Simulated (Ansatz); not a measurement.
# Cs (Cs, beta-Sn type): the cost of one run

Computed with Ansatz 0.2.0 (DFT LDA (PW92), plane waves (420 eV) with PAW, scalar-relativistic; PAW files made under PBE, frozen cores solved again for the functional, unless a step says otherwise).

## 1. The system as given

It takes space group I4_1/amd (No. 141, tetragonal). Conventional cell: a = 9.471 Å, b = 9.471 Å, c = 5.171 Å, α = 90.00°, β = 90.00°, γ = 90.00°.

Structure file:

```xyz
2
Lattice="-4.7356 4.7356 2.5856 4.7356 -4.7356 2.5856 4.7356 4.7356 -2.5856" Properties=species:S:1:pos:R:3 pbc="T T T"
Cs    0.0000    0.0000    0.0000
Cs    0.0000    4.7356    1.2928
```

## 2. Relaxing cell and atoms

input.yaml reads:

```yaml
crystal:
  lattice:
    - [-4.7356019808, 4.7356019808, 2.5856386815]
    - [4.7356019808, -4.7356019808, 2.5856386815]
    - [4.7356019808, 4.7356019808, -2.5856386815]
  atoms:
    - { symbol: Cs, position: [0.0, 0.0, 0.0] }
    - { symbol: Cs, position: [0.75, 0.25, 0.5] }
hamiltonian:
  xc: lda
  pseudopotentials:
    kind: paw
    azcp:
      Cs: "pseudopotentials/Cs.paw.azcp"
basis:
  ecutwfc: 420
  fft_grid_basis: typed
kpoints:
  mp_grid: { grid: [7, 7, 5], shift: [0, 0, 0] }
magnetization:
  spin_polarized: false
scf:
  occupations: { method: fermi_dirac, width: 0.1 }
relax:
  max_steps: 60
  f_tol: 0.01
  cell: {}
```

Launch:

```bash
ansatz run input.yaml --threads 2 --pin off --max-ram 5120MiB --backend cpu --events-out ev --progress --plain --runs-dir out
```

**Question.** How long does this run take on 2 threads of Arm Neoverse V2, shared host, and how much memory does it need?

About 16 s, with a peak of 0.55 GiB.
